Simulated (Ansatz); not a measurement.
# ClGaH6OSi: the cost of one run

Method: RKS PBE-D4/def2-SVP, in Ansatz 0.2.0.

### 1 The structure to begin with

Bond lengths: Ga1–Cl2 2.590 Å, Ga1–H3 1.570 Å, Ga1–H4 1.570 Å, Ga1–O5 2.090 Å, O5–Si6 1.680 Å, Si6–H7 1.460 Å, Si6–H8 1.460 Å, Si6–H9 1.460 Å. Angles: Cl2–Ga1–H3 120.0°, Cl2–Ga1–H4 120.0°, Cl2–Ga1–O5 71.6°, H3–Ga1–H4 120.0°, H3–Ga1–O5 97.0°, H4–Ga1–O5 101.2°, Ga1–O5–Si6 125.0°, O5–Si6–H7 109.5°, O5–Si6–H8 109.5°, O5–Si6–H9 109.5°, H7–Si6–H8 109.4°, H7–Si6–H9 109.4°, H8–Si6–H9 109.4°.

Structure file:

```xyz
10

Ga    0.0000    0.0000    0.0000
Cl    0.0000    0.0000    2.5900
H     1.3596    0.0000   -0.7850
H    -1.3596    0.0000   -0.7850
O     0.0874   -1.9815    0.6590
Si   -0.6827   -3.2781   -0.0814
H     0.2221   -4.4232   -0.1229
H    -1.8795   -3.6315    0.6764
H    -1.0608   -2.9079   -1.4422
H     0.0624   -1.4154    1.8346
```

### 2 Pulling towards end A

Springs on the bonds that form and break draw the guess towards this end; the thresholds are loose.

input.yaml reads:

```yaml
crystal:
  periodic: [false, false, false]
  atoms:
    - { symbol: Ga, position_ang: [0.0, 0.0, 0.0] }
    - { symbol: Cl, position_ang: [0.0, 0.0, 2.59] }
    - { symbol: H, position_ang: [1.3596, 0.0, -0.785] }
    - { symbol: H, position_ang: [-1.3596, 0.0, -0.785] }
    - { symbol: O, position_ang: [0.0874, -1.9815, 0.659] }
    - { symbol: Si, position_ang: [-0.6827, -3.2781, -0.0814] }
    - { symbol: H, position_ang: [0.2221, -4.4232, -0.1229] }
    - { symbol: H, position_ang: [-1.8795, -3.6315, 0.6764] }
    - { symbol: H, position_ang: [-1.0608, -2.9079, -1.4422] }
    - { symbol: H, position_ang: [0.0624, -1.4154, 1.8346] }
basis:
  gaussian: { orbitals: def2-SVP }
hamiltonian:
  xc: pbe
  dispersion: d4
relax:
  f_tol: 0.15
  max_steps: 25
  restrain:
    - { distance: [0, 4], at: 2.99, k: 30.0 }
    - { distance: [9, 1], at: 2.57, k: 30.0 }
    - { distance: [0, 1], at: 2.24, k: 30.0 }
    - { distance: [9, 4], at: 1.01, k: 30.0 }
output:
  orbitals: {}
```

Command:

```console
$ ansatz run input.yaml --threads 4 --pin off --max-ram 5120MiB --backend cpu --events-out ev --progress --plain --runs-dir out
```

Q: Estimate wall time and peak memory on 4 threads of Arm Neoverse V1, shared host.

About 12 s, with a peak of 0.17 GiB.
